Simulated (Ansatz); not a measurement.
# AlClFH3S: the cost of one run

Program: Ansatz 0.2.0. Level of theory: RHF/def2-SVP. These are calculated values, not measurements.

**1. The system as given**

Bond lengths: Al1–Cl2 2.580 Å, Al1–F3 1.690 Å, Al1–H4 1.560 Å, Al1–S5 2.560 Å, S5–H6 1.400 Å, Cl2–H7 1.547 Å, S5–H7 1.592 Å. Angles: Al1–Cl2–H7 70.8°, Cl2–Al1–F3 120.0°, Cl2–Al1–H4 120.0°, Cl2–Al1–S5 71.6°, F3–Al1–H4 120.0°, F3–Al1–S5 97.0°, H4–Al1–S5 101.2°, Al1–S5–H6 109.5°, Al1–S5–H7 70.9°, H6–S5–H7 145.2°, Cl2–H7–S5 146.7°.

Structure file:

```xyz
7

Al    0.0000    0.0000    0.0000
Cl    0.0000    0.0000    2.5800
F     1.4635    0.0000   -0.8450
H    -1.3510    0.0000   -0.7800
S     0.1070   -2.4270    0.8072
H    -0.6505   -3.2374   -0.0469
H     0.0643   -1.4595    2.0709
```

**2. Pulling towards end A**

Springs on the bonds that form and break draw the guess towards this end; the thresholds are loose.

Contents of input.yaml:

```yaml
crystal:
  periodic: [false, false, false]
  atoms:
    - { symbol: Al, position_ang: [0.0, 0.0, 0.0] }
    - { symbol: Cl, position_ang: [0.0, 0.0, 2.58] }
    - { symbol: F, position_ang: [1.4635, 0.0, -0.845] }
    - { symbol: H, position_ang: [-1.351, 0.0, -0.78] }
    - { symbol: S, position_ang: [0.107, -2.427, 0.8072] }
    - { symbol: H, position_ang: [-0.6505, -3.2374, -0.0469] }
    - { symbol: H, position_ang: [0.0643, -1.4595, 2.0709] }
basis:
  gaussian: { orbitals: def2-SVP }
hamiltonian:
  xc: hf
relax:
  f_tol: 0.15
  max_steps: 25
  restrain:
    - { distance: [0, 4], at: 3.46, k: 30.0 }
    - { distance: [6, 1], at: 2.57, k: 30.0 }
    - { distance: [0, 1], at: 2.23, k: 30.0 }
    - { distance: [6, 4], at: 1.4, k: 30.0 }
```

Run with:

```console
$ ansatz run input.yaml --threads 1 --pin off --max-ram 2048MiB --backend cpu --events-out ev --progress --plain --runs-dir out
```

What time and memory should one allow on 1 thread of Arm Neoverse V2, shared host?

About 15 s, with a peak of 0.15 GiB.
